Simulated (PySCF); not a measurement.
# GeSiH3Cl3 (SMILES Cl[Si](Cl)(Cl)[GeH3]) at 4 levels

Aim: a comparison of 4 runs (HF/3-21G, B3LYP/6-31G*, M06-2X/def2-SVP, CCSD(T)/6-31G*) of GeSiH3Cl3. The job is set up through a Python script.

Program for the calculation: PySCF 2.14.0.

**1. The molecule**

The species is GeSiH3Cl3 (8 atoms), meant as a singlet with charge 0. SMILES: `Cl[Si](Cl)(Cl)[GeH3]`. The shape is that of a PBE0-D4/def2-TZVP optimisation.

Bond lengths: Cl1–Si2 2.043 Å, Si2–Cl3 2.043 Å, Si2–Cl4 2.043 Å, Si2–Ge5 2.371 Å, Ge5–H6 1.534 Å, Ge5–H7 1.534 Å, Ge5–H8 1.534 Å. Some angles: Cl1–Si2–Cl3 108.2°, Cl1–Si2–Cl4 108.2°, Cl1–Si2–Ge5 110.8°, Cl3–Si2–Cl4 108.2°, Cl3–Si2–Ge5 110.7°, Cl4–Si2–Ge5 110.8°, Si2–Ge5–H6 108.8°, Si2–Ge5–H7 108.7°, Si2–Ge5–H8 108.8°, H6–Ge5–H7 110.2°.

**2. Energy and gradient at HF/3-21G (run 1)**

Contents of calc.py:

```python
from pyscf import gto

mol = gto.Mole()
mol.atom = [
    ('Cl', (-1.199400, -2.142700, 0.966600)),
    ('Si', (0.265200, -1.076200, 0.022500)),
    ('Cl', (2.019000, -1.375800, 1.026800)),
    ('Cl', (0.478300, -1.822000, -1.867500)),
    ('Ge', (-0.282500, 1.230200, -0.041100)),
    ('H', (-0.430300, 1.741700, 1.397300)),
    ('H', (0.844300, 1.984600, -0.757800)),
    ('H', (-1.602600, 1.403000, -0.802400)),
]
mol.basis = '3-21g'
mol.verbose = 4
mol.charge = 0
mol.max_memory = 1860
mol.build()

calc0 = mol.RHF()
calc0.conv_tol = 1e-10
calc0.kernel()
if not calc0.converged:
    calc0 = calc0.newton().run(calc0.mo_coeff, calc0.mo_occ)

e_tot = calc0.e_tot
print('E(%s) = %.9f' % ('HF', e_tot))
grad = calc0.nuc_grad_method().kernel()
dip = calc0.dip_moment()
pop, q = calc0.mulliken_pop()
```

Started as:

```bash
$ OMP_NUM_THREADS=1 python calc.py
```

Standard output:

```text
PySCF version 2.14.0

[... 60 lines left out ...]
converged SCF energy = -3726.46977375243
[... 12 lines left out ...]
Dipole moment(X, Y, Z, Debye): -0.83756,  3.51874, -0.09759
[... 89 lines left out ...]
charge of    7H =     -0.13227
```

Run time: 5.1 s. Hardware: 1 thread of Intel Xeon Platinum 8488C (Sapphire Rapids), shared host; peak memory 0.16 GiB.

**3. Energy and forces at B3LYP/6-31G(d) (spherical functions) (run 2)**

Contents of calc.py:

```python
from pyscf import gto, dft

mol = gto.M(
    atom='''
Cl      -1.199400      -2.142700       0.966600
Si       0.265200      -1.076200       0.022500
Cl       2.019000      -1.375800       1.026800
Cl       0.478300      -1.822000      -1.867500
Ge      -0.282500       1.230200      -0.041100
H       -0.430300       1.741700       1.397300
H        0.844300       1.984600      -0.757800
H       -1.602600       1.403000      -0.802400
''',
    max_memory=1860,
    basis='6-31g*',
    verbose=4,
    charge=0,
)

mf = dft.RKS(mol)
mf.xc = 'b3lyp'
mf.conv_tol = 1e-10
mf.grids.level = 5
mf.kernel()
if not mf.converged:
    mf = mf.newton().run(mf.mo_coeff, mf.mo_occ)

e_final = mf.e_tot
print(f'total energy: {e_final:.8f} hartree')
grad = mf.nuc_grad_method().kernel()
mf.analyze()
```

Started as:

```bash
$ OMP_NUM_THREADS=1 python calc.py
```

Standard output:

```text
PySCF version 2.14.0

[... 94 lines left out ...]
Two-electron Energy =                 2171.441064253019249
[... 15 lines left out ...]
MO #12  energy= -9.47467355475372  occ= 2
[... 13 lines left out ...]
MO #26  energy= -4.4286929745815   occ= 2
[... 13 lines left out ...]
MO #40  energy= -0.437396860414601 occ= 2
[... 13 lines left out ...]
MO #54  energy= 0.0239198151793869 occ= 0
[... 13 lines left out ...]
MO #68  energy= 0.372427662635164  occ= 0
[... 13 lines left out ...]
MO #82  energy= 0.63532994004151   occ= 0
[... 13 lines left out ...]
MO #96  energy= 0.930234154712982  occ= 0
[... 13 lines left out ...]
MO #110 energy= 3.44762631221314   occ= 0
[... 121 lines left out ...]
Dipole moment(X, Y, Z, Debye): -0.45182,  1.89671, -0.05283
```

It took 56 s on 1 thread of Intel Xeon Platinum 8488C (Sapphire Rapids), shared host; peak memory 1.1 GiB.

Run 3 isn't shown in full; the table further down has it.

**4. A single-point energy at CCSD(T)/6-31G(d) (spherical functions) (run 4)**

Contents of geometry.xyz:

```xyz
8

Cl    -1.199400    -2.142700     0.966600
Si     0.265200    -1.076200     0.022500
Cl     2.019000    -1.375800     1.026800
Cl     0.478300    -1.822000    -1.867500
Ge    -0.282500     1.230200    -0.041100
H     -0.430300     1.741700     1.397300
H      0.844300     1.984600    -0.757800
H     -1.602600     1.403000    -0.802400
```

Contents of run.py:

```python
from pyscf import gto, cc

mol = gto.Mole()
mol.atom = 'geometry.xyz'
mol.basis = '6-31g*'
mol.charge = 0
mol.max_memory = 1860
mol.verbose = 3
mol.build()

mf = mol.RHF()
mf.conv_tol = 1e-10
mf.kernel()
if not mf.converged:
    mf = mf.newton().run(mf.mo_coeff, mf.mo_occ)

mycc = cc.CCSD(mf, frozen=29)
mycc.kernel()
e_t = mycc.ccsd_t()
e_tot = mycc.e_tot + e_t
print('Final energy', e_tot)
mf.analyze()
```

Started as:

```bash
$ OMP_NUM_THREADS=1 python run.py
```

Standard output:

```text
converged SCF energy = -3744.32911838637
[... 9 lines left out ...]
MO #6   energy= -52.2053299836281  occ= 2
[... 12 lines left out ...]
MO #19  energy= -8.03978559703763  occ= 2
[... 12 lines left out ...]
MO #32  energy= -1.65698646552509  occ= 2
[... 12 lines left out ...]
MO #45  energy= -0.498727511158657 occ= 2
[... 12 lines left out ...]
MO #58  energy= 0.230377002328149  occ= 0
[... 12 lines left out ...]
MO #71  energy= 0.658248753677536  occ= 0
[... 12 lines left out ...]
MO #84  energy= 0.93253679387394   occ= 0
[... 12 lines left out ...]
MO #97  energy= 1.27066360073308   occ= 0
[... 12 lines left out ...]
MO #110 energy= 3.93992003776278   occ= 0
[... 9 lines left out ...]
Dipole moment(X, Y, Z, Debye): -0.52942,  2.22216, -0.06188
```

Run time: 41 s. Hardware: 1 thread of Intel Xeon Platinum 8488C (Sapphire Rapids), shared host; peak memory 0.67 GiB.

**5. Overview of the runs**

```tsv
run	level	integration grid	task	energy (Eh)	dipole moment (D) of the reference	HOMO energy (eV)	LUMO energy (eV)	wall time
1	HF/3-21G	–	gradient	-3726.469774	3.62	-11.61	2.45	5.1 s
2	B3LYP/6-31G* (spherical functions)	5	gradient	-3748.786400	1.95	-8.32	-0.69	56 s
3	M06-2X/def2-SVP	5	gradient	-3748.212256	1.69	-9.50	0.70	55 s
4	CCSD(T)/6-31G* (spherical functions)	–	energy	-3745.098266	2.29	-11.35	2.87	41 s
```

**6. Summary of results**

| quantity | value |
| --- | --- |
| run 4: total energy | -3745.09827 Eh |
| run 4: dipole moment (Hartree–Fock density) | 2.29 D |
| run 4: HOMO energy (Hartree–Fock orbitals) | -11.35 eV |
| run 4: LUMO energy (Hartree–Fock orbitals) | 2.87 eV |
| run 4: HOMO–LUMO gap (Hartree–Fock orbitals) | 14.22 eV |
| run 4: correlation energy (29 core orbitals frozen) | -769.1 mEh |
| run 4: (T) correction | -18.86 mEh |
| run 4: T1 diagnostic | 0.011 |

**Reading.** Over runs 1, 2, 3 the dipole moment (its size) runs from 1.69 D (M06-2X/def2-SVP) to 3.62 D (HF/3-21G). The two ends differ in method and basis. Over runs 1, 2, 3 the HOMO–LUMO gap runs from 7.63 eV (B3LYP/6-31G*) to 14.06 eV (HF/3-21G). Totals of different functionals can't be ranked against each other. All runs together took 2.6 min, the longest 56 s.
